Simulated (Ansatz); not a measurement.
# BiAu (rocksalt): a single-point run

Aim: a sound single-point run of BiAu (rocksalt). The structure is shown as the input types it.

Program: Ansatz 0.2.0. Level of theory: DFT r2SCAN, scalar-relativistic, plane waves, PAW. These are calculated values, not measurements.

### Step 1. Starting point

Symmetry: Fm-3m, No. 225, cubic system. The conventional cell has a = 5.882 Å, b = 5.882 Å, c = 5.882 Å, α = 90.00°, β = 90.00°, γ = 90.00°. Around Au (site symmetry m-3m) lie 6 Bi at 2.94 Å. Around Bi (site symmetry m-3m) lie 6 Au at 2.94 Å.

As a file:

```
Au Bi
1.0
     0.00000    2.94076    2.94076
     2.94076    0.00000    2.94076
     2.94076    2.94076    0.00000
Au Bi
1 1
Cartesian
  2.9408 2.9408 2.9408
  0.0000 0.0000 0.0000
```

### Step 2. Running it

input.yaml

```yaml
crystal:
  lattice:
    - [0.0, 2.9407647972, 2.9407647972]
    - [2.9407647972, 0.0, 2.9407647972]
    - [2.9407647972, 2.9407647972, 0.0]
  atoms:
    - { symbol: Au, position: [0.5, 0.5, 0.5] }
    - { symbol: Bi, position: [0.0, 0.0, 0.0] }
basis:
  ecutwfc: "80 eV"
  ecutrho_ratio: 4
kpoints:
  mp_grid: { grid: [10, 10, 10] }
hamiltonian:
  xc: r2scan
scf:
  occupations: { method: gaussian, width: 0.05 }
  max_iter: 50
output:
  forces: true
  stress: true
```

Started as:

```
$ ansatz run input.yaml --threads 2 --pin off --max-ram 2662MiB --backend cpu --events-out ev --progress --plain --runs-dir out
```

What happens when this is run?

The run converged and reported no error, with warnings (cutoff below recommended). It gives a pressure of -152 GPa, which is large.

The suspect setting: basis.ecutwfc is 80 eV. With so few plane waves the basis is incomplete by a wide margin. The potentials' recommended cutoff is 500 eV.

To check: set basis.ecutwfc to 500.
